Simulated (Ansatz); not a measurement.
# Mg7O: the cost of one run

Method: DFT PBE, scalar-relativistic, plane waves, PAW, in Ansatz 0.2.0.

**1. The starting structure**

Symmetry: I-43m, No. 217, cubic system. Conventional cell: a = 6.725 Å, b = 6.725 Å, c = 6.725 Å, α = 90.00°, β = 90.00°, γ = 90.00°. Mg (site symmetry -42m) has 8 Mg at 2.81 to 3.05 Å in its first shell of neighbours. Mg (site symmetry 3m) is surrounded by 1 O at 2.55 Å and 3 Mg at 2.81 Å. O (site symmetry -43m) is surrounded by 4 Mg at 2.55 Å.

Coordinates:

```xyz
8
Lattice="-3.3624 3.3624 3.3624 3.3624 -3.3624 3.3624 3.3624 3.3624 -3.3624" Properties=species:S:1:pos:R:3 pbc="T T T"
Mg    3.3624    0.0000    0.0000
Mg    0.0000    3.3624    0.0000
Mg    0.0000    0.0000    3.3624
Mg    1.4728    1.4728    1.4728
Mg    1.8896    1.8896   -1.8896
Mg    1.8896   -1.8896    1.8896
Mg   -1.8896    1.8896    1.8896
O     0.0000    0.0000    0.0000
```

Recipe of the guess: random cell by space group and Wyckoff sites (I-43m, No. 217). The dimensions are guesses.

**2. A first look at the guess**

File input.yaml:

```yaml
crystal:
  lattice:
    - [-3.36240192, 3.36240192, 3.36240192]
    - [3.36240192, -3.36240192, 3.36240192]
    - [3.36240192, 3.36240192, -3.36240192]
  atoms:
    - { symbol: Mg, position: [0.0, 0.5, 0.5] }
    - { symbol: Mg, position: [0.5, 0.0, 0.5] }
    - { symbol: Mg, position: [0.5, 0.5, 0.0] }
    - { symbol: Mg, position: [0.43802951, 0.43802951, 0.43802951] }
    - { symbol: Mg, position: [0.0, 0.0, 0.56197049] }
    - { symbol: Mg, position: [0.0, 0.56197049, 0.0] }
    - { symbol: Mg, position: [0.56197049, 0.0, 0.0] }
    - { symbol: O, position: [0.0, 0.0, 0.0] }
basis:
  ecutwfc: 420
kpoints:
  mp_grid: { grid: [4, 4, 4] }
hamiltonian:
  xc: pbe
scf:
  occupations: { method: gaussian, width: 0.1 }
  lower_state_search: "off"
output:
  forces: true
  stress: true
  eigenvalues: true
```

Run with:

```console
ansatz run input.yaml --threads 1 --pin off --max-ram 2560MiB --backend cpu --events-out ev --progress --plain --runs-dir out
```

Q: Estimate wall time and peak memory on 1 thread of Intel Xeon at 2.50GHz (Skylake/Cascade Lake), shared host.

About 7.1 s, with a peak of 0.36 GiB.
